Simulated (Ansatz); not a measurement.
# C₂H₅NSn: one species, many methods

Aim: compute C₂H₅NSn with functionals from several rungs and with coupled cluster, and see how far each lands from CCSD(T) at the basis-set limit for the atomisation energy.

Program: Ansatz 0.2.0, Gaussian basis. Level of theory: functionals in def2-TZVPP, the program's frozen cores in correlated methods. These are calculated values, not measurements.

The runs, in order: LDA (SPW92), PBE-D4, revPBE-D4, BLYP-D4, r2SCAN-D4, B97M-V, PBE0-D4, B3LYP-D4, r2SCANh-D4, r2SCAN0-D4, HSE06-D4, BHLYP-D4, CAM-B3LYP-D4, LC-ωPBE, ωB97X-V, ωB97M-V, B2PLYP, PBE-QIDH; CCSD(T)/def2-SVP; CCSD(T)/def2-TZVPP; MP2/def2-QZVPP; extrapolation to the limit; RPA on PBE.

## (1) The geometry

All runs share one geometry, relaxed beforehand with PBE0-D4 in a triple-zeta def2 set. Sn takes the def2 core potential; no spin-orbit term is included.

9 atoms, charge 0, spin multiplicity 1.

Atoms are counted from 1 here; the program's logs count them from 0.

Bond lengths: C1–C2 1.206 Å, C1–H5 1.062 Å, C2–N3 1.332 Å, N3–Sn4 2.045 Å, N3–H6 1.009 Å, Sn4–H7 1.699 Å, Sn4–H8 1.703 Å, Sn4–H9 1.705 Å. Angles: C2–C1–H5 178.6°, C1–C2–N3 176.6°, C2–N3–Sn4 120.4°, C2–N3–H6 115.1°, Sn4–N3–H6 119.1°, N3–Sn4–H7 105.9°, N3–Sn4–H8 103.9°, N3–Sn4–H9 108.8°, H7–Sn4–H8 113.3°, H7–Sn4–H9 111.8°, H8–Sn4–H9 112.5°.

## (2) LDA

This LDA is Slater exchange with PW92 correlation.

in.yaml

```yaml
crystal:
  periodic: [false, false, false]
  atoms:
    - {symbol: C, position_ang: [1.008467, 2.140073, -0.546973]}
    - {symbol: C, position_ang: [0.875187, 0.942002, -0.516167]}
    - {symbol: N, position_ang: [0.650388, -0.370814, -0.478209]}
    - {symbol: Sn, position_ang: [-0.980618, -1.112777, 0.507805]}
    - {symbol: H, position_ang: [1.141603, 3.192839, -0.594660]}
    - {symbol: H, position_ang: [1.471552, -0.949027, -0.571374]}
    - {symbol: H, position_ang: [-2.337413, -0.515015, -0.322236]}
    - {symbol: H, position_ang: [-0.802531, -2.801748, 0.381057]}
    - {symbol: H, position_ang: [-0.938034, -0.571835, 2.123758]}
basis:
  gaussian: {orbitals: def2-TZVPP}
hamiltonian: {xc: lda}
output: {orbitals: {seedname: orbitals}}
```

Run with:

```
$ ansatz run in.yaml --threads 2 --pin off --events-out ev --progress --plain --max-ram 4352MiB
```

Further steps of the session: PBE-D4 (GGA); revPBE-D4 (GGA); BLYP-D4 (GGA); r2SCAN-D4 (meta-GGA); B97M-V (meta-GGA); PBE0-D4 (hybrid); B3LYP-D4 (hybrid); r2SCANh-D4 (hybrid); r2SCAN0-D4 (hybrid); HSE06-D4 (hybrid); BHLYP-D4 (hybrid); CAM-B3LYP-D4 (range-separated); LC-ωPBE (range-separated); ωB97X-V (range-separated); ωB97M-V (range-separated); B2PLYP (double hybrid); PBE-QIDH (double hybrid); CCSD(T) in def2-SVP; CCSD(T) in def2-TZVPP; MP2 in def2-QZVPP; RPA on PBE orbitals.

Q: Predict the results of all the runs planned. Wanted: atomisation energy, CCSD(T)/CBS; farthest beyond LDA; mean size of error, GGA; mean size of error, meta-GGA; mean size of error, hybrid; mean size of error, range-separated; mean size of error, double hybrid; gap, smallest and largest; T1 diagnostic.

As calculated:

| quantity | value |
| --- | --- |
| atomisation energy, CCSD(T)/CBS | 3031.5 kJ/mol |
| functionals within 30.3 kJ/mol (1.0 %) | revPBE-D4, BLYP-D4, r2SCAN-D4, B97M-V, PBE0-D4, B3LYP-D4, HSE06-D4, CAM-B3LYP-D4, LC-ωPBE, ωB97X-V, ωB97M-V |
| farthest beyond LDA | BHLYP-D4 (-110.0 kJ/mol) |
| mean size of error, GGA | 33.4 kJ/mol |
| mean size of error, meta-GGA | 19.9 kJ/mol |
| mean size of error, hybrid | 38.7 kJ/mol |
| mean size of error, range-separated | 10.7 kJ/mol |
| mean size of error, double hybrid | 38.6 kJ/mol |
| gap, smallest and largest | 3.55 eV (BLYP-D4), 10.20 eV (LC-ωPBE) |
| T1 diagnostic | 0.0136 |
| triples share of the correlation energy | 3.9 % |

In words: The LDA atomisation energy is off by 489.2 kJ/mol (16 %): it overbinds. PBE-D4 is off by +73.0 kJ/mol. Double hybrids carry the basis error of their MP2 part in triple zeta, and no dispersion term here, so their miss is partly the set-up's. The rungs range-separated, meta-GGA miss on average by less than the doubt on the reference (30.3 kJ/mol), so they tie. The reference freezes the cores and leaves out spin-orbit coupling and excitations past (T), and its outer-core shells are covered unevenly, so misses under about 30.3 kJ/mol can't be ranked. All levels share the lack of spin-orbit coupling, which lowers the free heavy atoms and so the true binding. Hartree-Fock recovers 67 % of the binding; the rest is correlation. CCSD(T) in def2-SVP is off by -205.5 kJ/mol, worse than the median functional, from the basis alone. Orbital gaps span 3.6 to 10.2 eV; exact exchange widens them. Correlated methods include outer-core shells of Sn, which these sets cover unevenly.
